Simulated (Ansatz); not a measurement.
**ZnCu (Cmmm): equation of state with a fit**

A script is to give an equation of state with a fit; the system is ZnCu (Cmmm).

All numbers are computed with the Python package of Ansatz 0.2.0. Level of theory: DFT r2SCAN, plane waves, PAW.

**1. Starting point**

It takes space group Cmmm (No. 65, orthorhombic). The conventional cell has a = 2.976 Å, b = 4.243 Å, c = 4.141 Å, α = 90.00°, β = 90.00°, γ = 90.00°. Around Zn (site symmetry mmm) lie 4 Cu at 2.55 Å and 4 Zn at 2.59 Å. Cu (site symmetry mmm) has 4 Zn at 2.55 Å and 4 Cu at 2.59 Å as nearest neighbours.

The script holds or builds the structure itself.

**2. The code**

File zncu.py:

```python
"""Energy against volume for ZnCu, with a fit."""

import warnings

import ansatz as az
from ase.eos import EquationOfState
from ase.units import GPa
import numpy as np

VECTORS = np.array([
    [1.488039, -2.121279, 0.0],
    [1.488039, 2.121279, 0.0],
    [0.0, 0.0, 4.140746],
])
SITES = [
    ("Zn", (0.5, 0.5, 0.5)),
    ("Cu", (0.0, 0.0, 0.0)),
]


def on_lattice(cell):
    crystal = az.Crystal(lattice=az.Lattice.of(cell))
    for symbol, position in SITES:
        crystal = crystal.atom(symbol, position)
    return crystal


def main() -> None:
    warnings.simplefilter("ignore", az.DeckWarning)

    # uniform scaling of the cell
    volumes, energies, pressures = [], [], []
    for scale in np.linspace(0.92, 1.08, 7):
        cell = VECTORS * scale ** (1 / 3)
        calculation = on_lattice(cell).calculation()
        calculation = calculation.functional("r2SCAN")
        calculation = calculation.basis(48 * az.Ry)
        calculation = calculation.occupations("Marzari-Vanderbilt", width=0.1).kpoints(12, 12, 7)
        calculation = calculation.stress()
        rep = calculation.run().report
        volumes.append(abs(np.linalg.det(cell)) / len(SITES))
        energies.append(rep["free_energy_ev"] / len(SITES))
        pressures.append(np.trace(rep["stress_gpa"]) / 3)
        print(f"V = {volumes[-1]:8.4f} A^3/atom  F = {energies[-1]:.5f} eV/atom  P = {pressures[-1]:8.3f} GPa")

    eos = EquationOfState(volumes, energies, eos="birchmurnaghan")
    v0, e0, bulk = eos.fit()
    print(f"V0 = {v0:.4f} A^3/atom, E0 = {e0:.5f} eV/atom, B = {bulk / GPa:.1f} GPa")


if __name__ == "__main__":
    main()
```

**3. What the engine is handed**

The package turns the script's settings into the engine's input (first run):

```yaml
crystal:
  lattice:
    - [1.4472501043778803, -2.0631322526927085, 0.0]
    - [1.4472501043778803, 2.0631322526927085, 0.0]
    - [0.0, 0.0, 4.027243291810423]
  atoms:
    - { symbol: Zn, position: [0.5, 0.5, 0.5] }
    - { symbol: Cu, position: [0.0, 0.0, 0.0] }
basis:
  ecutwfc: 653.073269903712
kpoints:
  mp_grid:
    grid: [12, 12, 7]
hamiltonian:
  xc: r2scan
scf:
  occupations:
    method: cold
    width: 0.1
output:
  stress: true
```

**4. Launch**

Command:

```sh
> python zncu.py
```

**Question.** Estimate the equilibrium volume and the bulk modulus.

As calculated:

| quantity | value |
| --- | --- |
| runs compared | 7 |
| range of energy | 66.73 meV/atom |
| lowest point, volume (Å³/atom) | 12.373 |
| equilibrium volume (fit) | 12.50 Å³/atom |
| bulk modulus (fit) | 132 GPa |

What this shows: A third-order Birch-Murnaghan fit through the 7 points has its minimum at 12.50 Å³ an atom, 4.4 % below the typed cell, with a bulk modulus of 132 GPa and dB/dP = 5.0. From that minimum the energy rises by 8.0 meV an atom on the compressed side and 67.3 meV on the expanded side. The window is off centre, so dB/dP is rough. What to keep in mind:
- Shape and fractional positions are held along the curve, so the bulk modulus is an upper value where they are free to relax.
- For a metal this k-point mesh is coarse: on a finer one energies can move by several to tens of meV an atom and pressures by half a GPa or more, differences at one mesh by less.
- Pressure is positive in compression.
- At these settings the cell as given stands under about -5 GPa, so it isn't at this functional's equilibrium volume.
- This cell is a computed structure, which may not be the phase found in nature.
